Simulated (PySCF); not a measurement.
# CH2BrCl: the cost of one run

The runs use PySCF 2.14.0, with density-fitted response routines of our own; the level of theory stands in each step. All values are computed, except where a source is named. Atoms count from 0, in the outputs and in this text.

## (1) The molecule as given

5 atoms, charge 0, multiplicity 1; geometry from: GFN2-xTB. The atoms were then displaced at random by about 0.01 Å, so the start is not that level's minimum.

Bonds of the start (Å): Cl0–C1 1.74, C1–Br2 1.93, C1–H3 1.08, C1–H4 1.10.

## (2) Geometry optimisation at PBE0-D3(BJ)/def2-SVP

What the job is given:

```
{"job": {"xc": "PBE0", "basis": "def2-SVP", "d3": "d3bj", "grid": 1, "shake": 0.01, "kind": "geom"}, "charge": 0, "multiplicity": 1}
Cl    -1.334890     1.024610    -0.020020
C     -0.065150    -0.165530     0.000060
Br     1.685540     0.639300    -0.046180
H     -0.100410    -0.734370     0.918770
H     -0.151520    -0.797980    -0.890520
```

Run with:

```console
$ OMP_NUM_THREADS=1 python probes_run.py task.json out
```

The driver reads the jobs from task.json and runs them one after another.

**Question.** How long does this first job take on 1 thread of AMD EPYC 7R43, shared host, and how much memory does it need?

About 6.1 s, with a peak of 0.32 GiB.
